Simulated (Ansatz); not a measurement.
# Ti: the cost of one run

Method: DFT r2SCAN, scalar-relativistic, plane waves, PAW, in Ansatz 0.2.0.

### 1 The starting structure

The structure is hexagonal, space group P6_3/mmc (No. 194). Conventional cell: a = 2.950 Å, b = 2.950 Å, c = 4.686 Å, α = 90.00°, β = 90.00°, γ = 120.00°. Around Ti (site symmetry -6m2) lie 12 Ti at 2.90 to 2.95 Å.

As a file:

```cif
data_structure
_symmetry_space_group_name_H-M 'P 1'
_symmetry_Int_Tables_number 1
_cell_length_a 2.9500
_cell_length_b 2.9500
_cell_length_c 4.6860
_cell_angle_alpha 90.000
_cell_angle_beta 90.000
_cell_angle_gamma 120.000
_cell_volume 35.32
loop_
_atom_site_label
_atom_site_type_symbol
_atom_site_fract_x
_atom_site_fract_y
_atom_site_fract_z
_atom_site_occupancy
Ti1 Ti 0.33333 0.66667 0.25000 1
Ti2 Ti 0.66667 0.33333 0.75000 1
```

The cell is taken as given, not relaxed at this level.

### 2 The undisturbed cell

input.yaml

```yaml
crystal:
  lattice:
    - [2.9499978604, 0.0, 0.0]
    - [-1.4749989302, 2.5547730882, 0.0]
    - [0.0, 0.0, 4.686]
  atoms:
    - { symbol: Ti, position: [0.3333333333, 0.6666666667, 0.25] }
    - { symbol: Ti, position: [0.6666666667, 0.3333333333, 0.75] }
basis:
  ecutwfc: 500
kpoints:
  mp_grid: { grid: [21, 21, 12] }
hamiltonian:
  xc: r2scan
scf:
  occupations: { method: gaussian, width: 0.15 }
output:
  forces: true
  stress: true
  eigenvalues: true
```

Q: Estimate wall time and peak memory on 1 thread of an x86-64 CPU, shared host.

About 9 s, with a peak of 0.61 GiB.
